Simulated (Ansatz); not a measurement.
YHfMg6, space group Cmmm, a scan of one input key

Run with the Ansatz DFT code, driven from Python.

Input file `yhfmg6.cif`:
```cif
data_YHfMg6
_cell_length_a 6.260921
_cell_length_b 6.260921
_cell_length_c 4.889928
_cell_angle_alpha 90.00000
_cell_angle_beta 90.00000
_cell_angle_gamma 102.84905
_symmetry_space_group_name_H-M 'P 1'
_symmetry_Int_Tables_number 1
loop_
_symmetry_equiv_pos_as_xyz
'x, y, z'
loop_
_atom_site_label
_atom_site_type_symbol
_atom_site_fract_x
_atom_site_fract_y
_atom_site_fract_z
Y1 Y    0.500000    0.500000    0.500000
Mg2 Mg    0.500000    0.000000    0.500000
Mg3 Mg    0.000000    0.500000    0.500000
Mg4 Mg    0.759897    0.759897    0.000000
Mg5 Mg    0.240103    0.240103    0.000000
Mg6 Mg    0.755156    0.244844    0.000000
Mg7 Mg    0.244844    0.755156    0.000000
Hf8 Hf    0.000000    0.000000    0.500000
```

`yhfmg6.py`:
```python
import ansatz as az
from ase.io import read
from tabulate import tabulate


def main() -> None:
    atoms = read("yhfmg6.cif")
    system = az.Crystal.from_ase(atoms)

    calculation = (
        system.calculation()
        .functional(az.Functional.LDA)
        .kpoints(density=3.8)
        .occupations("cold")
        .band_table()
    )
    typed = calculation.input()
    rows = []
    for value in [2, 5, 10]:
        edited = typed.set(az.key.scf.mixing.ndim, value)
        report = az.Session.from_dict(edited).plan().execute().report
        rows.append((value, report["free_energy_ev"], report["n_iterations"], len(report["eigenvalues_ev"][0]) if "eigenvalues_ev" in report else 0))
    print(tabulate(rows, headers=["history", "F eV", "iterations", "bands listed"], floatfmt=".4f", tablefmt="pipe"))


if __name__ == "__main__":
    main()
```

Output of `python yhfmg6.py`:
```text
DeckWarning: basis.ecutwfc = 420 eV, auto-derived from the records' recommended cutoffs: set by Y (normal level)
|   history |        F eV |   iterations |   bands listed |
|----------:|------------:|-------------:|---------------:|
|         2 | -30631.5832 |           15 |             59 |
|         5 | -30631.5832 |            8 |             59 |
|        10 | -30631.5832 |            8 |             59 |
```
(Warnings from the package without file and line, repeats left out.)

Caveats:
- Total energies depend on the potentials; only differences at equal settings carry meaning. A total without «per atom» is that of the whole cell that was run.
- Spin is left out of this run.
- For a metal this k-point mesh is coarse: on a finer one energies can move by several to tens of meV an atom and pressures by half a GPa or more, differences at one mesh by less.
- Spin-orbit coupling, which matters for elements this heavy, is left out.
- This cell is a computed structure, which may not be the phase found in nature.
- The whole script took 36 s on 1 thread of Arm Neoverse V2 (shared host), peak memory 0.62 GiB.
